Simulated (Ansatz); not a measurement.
# YbMg2Bi2: the cost of one run

Method: DFT PBEsol, scalar-relativistic, plane waves, PAW, in Ansatz 0.2.0.

1 further run of the same task is left out (set aside as unsound or not needed). Runs told in other sessions of the task aren't counted.

### Step 1. Starting point

The cell holds 19 atoms (Bi8Mg8Yb3): a = 8.848 Å, b = 8.848 Å, c = 9.464 Å, α = 105.51°, β = 105.51°, γ = 115.34°.

Structure file:

```xyz
19
Lattice="2.3660 -4.0980 7.4769 2.3660 -4.0980 -7.4769 4.7320 8.1961 0.0000" Properties=species:S:1:pos:R:3 pbc="T T T"
Yb    4.7320    0.0000    0.0000
Yb    0.0000    0.0000    0.0000
Yb    2.3660   -4.0980    0.0000
Mg    4.7320   -2.7320    4.7261
Mg    4.7320   -2.7320   -2.7508
Mg    7.0980    1.3660    4.7261
Mg    7.0980    1.3660   -2.7508
Mg    2.3660   -1.3660    2.7508
Mg    2.3660   -1.3660   -4.7261
Mg    4.7320    2.7320    2.7508
Mg    4.7320    2.7320   -4.7261
Bi    4.7320   -2.7320    1.7446
Bi    2.3660    1.3660    1.7446
Bi    7.0980    1.3660    1.7446
Bi    4.7320    5.4640    1.7446
Bi    4.7320   -5.4640   -1.7446
Bi    2.3660   -1.3660   -1.7446
Bi    7.0980   -1.3660   -1.7446
Bi    4.7320    2.7320   -1.7446
```

The host was relaxed before at PBEsol: a = 4.732 Å, b = 4.732 Å, c = 7.477 Å, α = 90.00°, β = 90.00°, γ = 120.00° (conventional cell), 28.998 Å³/atom.

Places, in fractions of the supercell: a vacancy on Yb at (0.000, 0.000, 0.500). The start keeps the symmetry of the ideal site.

### Step 2. The perfect crystal in the supercell of 20 atoms

File input.yaml:

```yaml
crystal:
  lattice:
    - [2.3659961736, -4.098025589, 7.4768970272]
    - [2.3659961736, -4.098025589, -7.4768970272]
    - [4.7319923573, 8.1960511723, 0.0]
  atoms:
    - { symbol: Yb, position: [0.0, 0.0, 0.5] }
    - { symbol: Yb, position: [0.5, 0.5, 0.5] }
    - { symbol: Yb, position: [0.0, 0.0, 0.0] }
    - { symbol: Yb, position: [0.5, 0.5, 0.0] }
    - { symbol: Mg, position: [0.9827120667, 0.3506212666, 0.3333333333] }
    - { symbol: Mg, position: [0.4827120667, 0.8506212666, 0.3333333333] }
    - { symbol: Mg, position: [0.9827120667, 0.3506212666, 0.8333333333] }
    - { symbol: Mg, position: [0.4827120667, 0.8506212666, 0.8333333333] }
    - { symbol: Mg, position: [0.5172879333, 0.1493787334, 0.1666666667] }
    - { symbol: Mg, position: [0.0172879333, 0.6493787334, 0.1666666667] }
    - { symbol: Mg, position: [0.5172879333, 0.1493787334, 0.6666666667] }
    - { symbol: Mg, position: [0.0172879333, 0.6493787334, 0.6666666667] }
    - { symbol: Bi, position: [0.7833322669, 0.5500010664, 0.3333333333] }
    - { symbol: Bi, position: [0.2833322669, 0.0500010664, 0.3333333333] }
    - { symbol: Bi, position: [0.7833322669, 0.5500010664, 0.8333333333] }
    - { symbol: Bi, position: [0.2833322669, 0.0500010664, 0.8333333333] }
    - { symbol: Bi, position: [0.7166677331, 0.9499989336, 0.1666666667] }
    - { symbol: Bi, position: [0.2166677331, 0.4499989336, 0.1666666667] }
    - { symbol: Bi, position: [0.7166677331, 0.9499989336, 0.6666666667] }
    - { symbol: Bi, position: [0.2166677331, 0.4499989336, 0.6666666667] }
basis:
  ecutwfc: 420
  xc_grid: 2
kpoints:
  mp_grid: { grid: [3, 3, 3], shift: [0.0, 0.0, 0.0] }
hamiltonian:
  xc: pbesol
scf:
  occupations: { method: gaussian, width: 0.05 }
output:
  forces: true
  stress: true
  eigenvalues: true
  write_density: true
  write_potential: true
  elf: true
  volumetric_format: npy
```

Run with:

```
ansatz run input.yaml --threads 8 --pin off --max-ram 14336MiB --backend cpu --events-out ev --progress --plain --runs-dir out
```

What time and memory should one allow on 8 threads of AMD EPYC 9R45 (Zen 5), shared host?

About 5.7 s, with a peak of 3.8 GiB.
